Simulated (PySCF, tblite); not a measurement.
# C₄H₁₀OPSi radical: geometry, infrared bands and EPR parameters

Aim: predict the infrared bands and EPR parameters of C₄H₁₀OPSi radical (`C[C]1O[Si@@H](P)[C@@H]1C`).

Programs: tblite 0.8.0 and PySCF 2.14.0, with density-fitted response routines of our own. Each step states its level of theory. These are calculated values for one molecule in the gas phase, unless marked as measured. Atoms count from 0, in the outputs and in this text.

## 1. The molecule as given

17 atoms, charge 0, multiplicity 2; geometry from: force field or distance geometry start.

Bonds of the start (Å): C0–C1 1.48, C1–O2 1.42, O2–Si3 1.67, Si3–P4 2.18, Si3–C5 1.85, C5–C6 1.51, C5–C1 1.48, C0–H7 1.10, C0–H8 1.09, C0–H9 1.10, Si3–H10 1.48, P4–H11 1.42, P4–H12 1.41, C5–H13 1.09, C6–H14 1.10, C6–H15 1.08, C6–H16 1.10.

## 2. Optimising the geometry with GFN2-xTB

Job settings and geometry (Å):

```
{"job": {"kind": "relax", "xc": "GFN2-xTB", "basis": "xTB"}, "charge": 0, "multiplicity": 2}
C     -1.673200    -1.018600     1.521800
C     -0.538700    -0.245900     0.972800
O      0.778300    -0.728300     1.211700
Si     1.418700     0.141900    -0.058600
P      2.661800    -1.135700    -1.316300
C     -0.387300     0.150300    -0.446000
C     -1.017100     1.483600    -0.793400
H     -1.582700    -1.120900     2.611300
H     -1.723600    -2.016400     1.076800
H     -2.625000    -0.497200     1.315500
H      2.036300     1.406000     0.398300
H      3.111200    -0.134600    -2.210200
H      3.821800    -1.119300    -0.511300
H     -0.700100    -0.644600    -1.128900
H     -0.761100     2.285800    -0.080300
H     -0.716800     1.809400    -1.778300
H     -2.109300     1.396500    -0.794900
```

Started as:

```console
$ OMP_NUM_THREADS=1 python probes_run.py task.json out
```

One launch serves the whole session: the jobs run in the order shown.

**Question.** This job is followed by: GFN2-xTB harmonic vibrations, gas phase; UKS B3LYP, pcH-1 on C H O P Si, non-relativistic, mean-field spin-orbit, GIAO. What will the session give for the following? strongest single infrared mode (GFN2-xTB); zero-point energy (GFN2-xTB); g(iso) (B3LYP); ⟨S²⟩; largest a(iso) (averaged by class); potential on the surface of density 0.002 e/bohr³, 1st and 99th percentile.

The runs gave:

| quantity | value |
| --- | --- |
| strongest single infrared mode (GFN2-xTB) | 2232 cm⁻¹, 284 km/mol |
| zero-point energy (GFN2-xTB) | 79.1 kcal/mol |
| g(iso) (B3LYP) | 2.00311 |
| ⟨S²⟩ | 0.754 (exact 0.75) |
| largest a(iso) (averaged by class) | 13C on C1, 203.5 MHz |
| potential on the surface of density 0.002 e/bohr³, 1st and 99th percentile | -1.46 V and 1.40 V |

What this shows: Over 101 steps the energy fell by 0.326 eV; of the close pairs, Si3–C5 changed most, 1.847 to 1.927 Å. All 45 modes are real, so the xTB geometry is a minimum. The strongest single mode, at 2232 cm⁻¹, moves mainly H10. GFN2-xTB is a fitted tight-binding method: band positions and strengths are rough. Its intensities can rank the bands wrongly. C1 carries the largest spin population, 0.85 e. The isotropic g lies 0.8 ppt above the free-electron value. These values are for one conformer; the search (at its own cheap level) found 1 more, at 0.49 kcal/mol, and measured spectra average over such forms.
